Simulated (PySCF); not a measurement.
# C2H7As: the cost of one run

Computed with PySCF 2.14.0. Level: levels as typed in each script, gas phase, geometry from GFN2-xTB.

## (1) The system as given

SMILES `C[AsH]C`, 10 atoms, charge 0, spin multiplicity 1.

Bond lengths: C1–As2 1.974 Å, C1–H4 1.090 Å, C1–H5 1.089 Å, C1–H6 1.089 Å, As2–C3 1.973 Å, As2–H7 1.509 Å, C3–H8 1.089 Å, C3–H9 1.090 Å, C3–H10 1.089 Å. Angles: As2–C1–H4 109.2°, As2–C1–H5 111.5°, As2–C1–H6 110.6°, H4–C1–H5 108.6°, H4–C1–H6 107.9°, H5–C1–H6 108.9°, C1–As2–C3 96.7°, C1–As2–H7 94.3°, C3–As2–H7 94.3°, As2–C3–H8 111.5°, As2–C3–H9 109.2°, As2–C3–H10 110.5°, H8–C3–H9 108.6°, H8–C3–H10 108.9°, H9–C3–H10 107.9°.

As a file:

```mol
C2H7As
  3D, bonds by distance, orders not assigned

 10  9  0  0  0  0  0  0  0  0999 V2000
    1.4747    0.8321   -0.0143 C   0  0
   -0.0001   -0.4776    0.0514 As  0  0
   -1.4742    0.8326   -0.0143 C   0  0
    1.5660    1.3196    0.9566 H   0  0
    1.2971    1.5941   -0.7711 H   0  0
    2.4189    0.3342   -0.2297 H   0  0
    0.0001   -0.7240   -1.4371 H   0  0
   -1.2963    1.5945   -0.7711 H   0  0
   -1.5653    1.3201    0.9566 H   0  0
   -2.4185    0.3350   -0.2298 H   0  0
  1  2  8  0
  2  3  8  0
  1  4  8  0
  1  5  8  0
  1  6  8  0
  2  7  8  0
  3  8  8  0
  3  9  8  0
  3 10  8  0
M  END
```

## (2) Density, bond paths and surface potential (wB97X/def2-tzvp)

File input.py:

```python
import numpy as np
from pyscf import gto, scf, dft
from pyscf.scf import atom_ks, atom_hf
from scipy.linalg import block_diag

def solve(mol, dm0=None, hcore=None):
    mf = (dft.UKS if mol.spin else dft.RKS)(mol, xc='wb97x')
    mf.grids.level = 3
    mf = mf.density_fit(auxbasis='def2-universal-jkfit')
    mf.conv_tol, mf.max_cycle = 1e-8, 80
    if hcore is not None:
        mf.get_hcore = lambda *args: hcore
    mf.kernel(dm0)
    if not mf.converged:
        mf = mf.newton().run(mf.mo_coeff, mf.mo_occ, max_cycle=30)
    assert mf.converged, 'SCF not converged'
    return mf

mol = gto.M(atom='''
C      1.47474     0.83214    -0.01428
As    -0.00015    -0.47764     0.05143
C     -1.47423     0.83259    -0.01431
H      1.56596     1.31965     0.95662
H      1.29709     1.59412    -0.77106
H      2.41889     0.33424    -0.22973
H      0.00005    -0.72405    -1.43713
H     -1.29633     1.59452    -0.77108
H     -1.56532     1.32013     0.95659
H     -2.41853     0.33498    -0.22977
''', basis='def2-tzvp', charge=0, spin=0, verbose=4)
mf = solve(mol)
mf.analyze()
# spherically averaged free atoms, for the promolecule
atm = atom_ks.get_atm_nrks(mol, xc='wb97x')
pro = block_diag(*[(atm[a[0]][2] * atm[a[0]][3]) @ atm[a[0]][2].T for a in mol._atom])
np.savez('result.npz', e=mf.e_tot, c=mf.mo_coeff, occ=mf.mo_occ, eps=mf.mo_energy, pro=pro, dip=mf.dip_moment(verbose=0), s2=mf.spin_square()[0])
```

Started as:

```bash
> OMP_NUM_THREADS=1 python input.py
```

Q: Estimate wall time and peak memory on 1 thread of Arm Neoverse V2, shared host.

About 20 s, with a peak of 0.6 GiB.
